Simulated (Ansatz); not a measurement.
What does this script print? It uses Ansatz 0.2.0 through its Python package.

`ir.py`:
```python
import logging
import sys

import ansatz as az
import pandas as pd
from pymatgen.core import Lattice, Structure
from pymatgen.io.ase import AseAtomsAdaptor

logging.basicConfig(stream=sys.stdout, format="[%(levelname)s] %(message)s")
log = logging.getLogger("ir")
log.setLevel(logging.INFO)

KSPACING = 0.52
FILLING = "Fermi-Dirac"
SMEARING_WIDTH = 0.01
FUNCTIONAL = "r2scan"
MAX_ITERATIONS = 150

pmg_structure = Structure(
    Lattice([(0.0, 1.9156, 1.9156), (1.9156, 0.0, 1.9156), (1.9156, 1.9156, 0.0)]),
    ["Ir"],
    [
        (0.0, 0.0, 0.0),
    ],
)
system = az.Crystal.from_ase(AseAtomsAdaptor.get_atoms(pmg_structure))

setup = (
    system.calculation()
    .kpoints(spacing=KSPACING)
    .occupations(FILLING, width=SMEARING_WIDTH)
    .functional(FUNCTIONAL)
    .scf(max_iterations=MAX_ITERATIONS, algorithm="direct_min")
    .stress()
)

rows = []
for value in [250, 300, 350, 400, 450]:
    summary = setup.basis(value).run().report
    rows.append((value, summary["free_energy_ev"] / len(summary["lattice"]["sites"]), summary["n_iterations"], sum(summary["stress_gpa"][i][i] for i in range(3)) / 3, summary["n_pw"]))

table = pd.DataFrame(rows, columns=["cutoff (eV)", "F/atom (eV)", "iterations", "P (GPa)", "plane waves"])
print(table.round(5).to_string(index=False))

for row in rows[:-1]:
    shift = 1000 * (row[1] - rows[-1][1])
    log.info(f"{row[0]}: {shift:+.2f} meV/atom" + ("  (within 2 meV)" if abs(shift) < 2 else ""))
```

```console
$ python ir.py
DeckWarning: basis.ecutwfc = 250 eV is below the records' recommended 500 eV, and the density's cutoff is lower with it unless basis.ecutrho_ratio is high enough to keep the records' density cutoff: compare with a run at a higher cutoff
DeckWarning: basis.ecutwfc = 300 eV is below the records' recommended 500 eV, and the density's cutoff is lower with it unless basis.ecutrho_ratio is high enough to keep the records' density cutoff: compare with a run at a higher cutoff
DeckWarning: basis.ecutwfc = 350 eV is below the records' recommended 500 eV, and the density's cutoff is lower with it unless basis.ecutrho_ratio is high enough to keep the records' density cutoff: compare with a run at a higher cutoff
DeckWarning: basis.ecutwfc = 400 eV is below the records' recommended 500 eV, and the density's cutoff is lower with it unless basis.ecutrho_ratio is high enough to keep the records' density cutoff: compare with a run at a higher cutoff
DeckWarning: basis.ecutwfc = 450 eV is below the records' recommended 500 eV, and the density's cutoff is lower with it unless basis.ecutrho_ratio is high enough to keep the records' density cutoff: compare with a run at a higher cutoff
 cutoff (eV)  F/atom (eV)  iterations  P (GPa)  plane waves
         250 -11947.00198           4 17.38238          137
         300 -11948.45910           4  4.50787          169
         350 -11948.62935           4  4.64253          181
         400 -11948.64137           4  4.80102          259
         450 -11948.64380           4  4.78769          307
[INFO] 250: +1641.82 meV/atom
[INFO] 300: +184.70 meV/atom
[INFO] 350: +14.45 meV/atom
[INFO] 400: +2.43 meV/atom
```
(Warnings from the package without file and line.)

Reading the output:
- For a metal this mesh is far too coarse, so the numbers only illustrate the procedure.
- Of the deposited cell: the entry's cell lengths or inner coordinates differ somewhat from later room-temperature determinations.
- Pressure is positive in compression.
- Spin-orbit coupling, which matters for elements this heavy, is left out.
- Shifts are counted from the last row, which is itself no proven limit.
- Finished in 6.8 s on 1 thread of Arm Neoverse V1, on a shared host, peak memory 0.45 GiB.
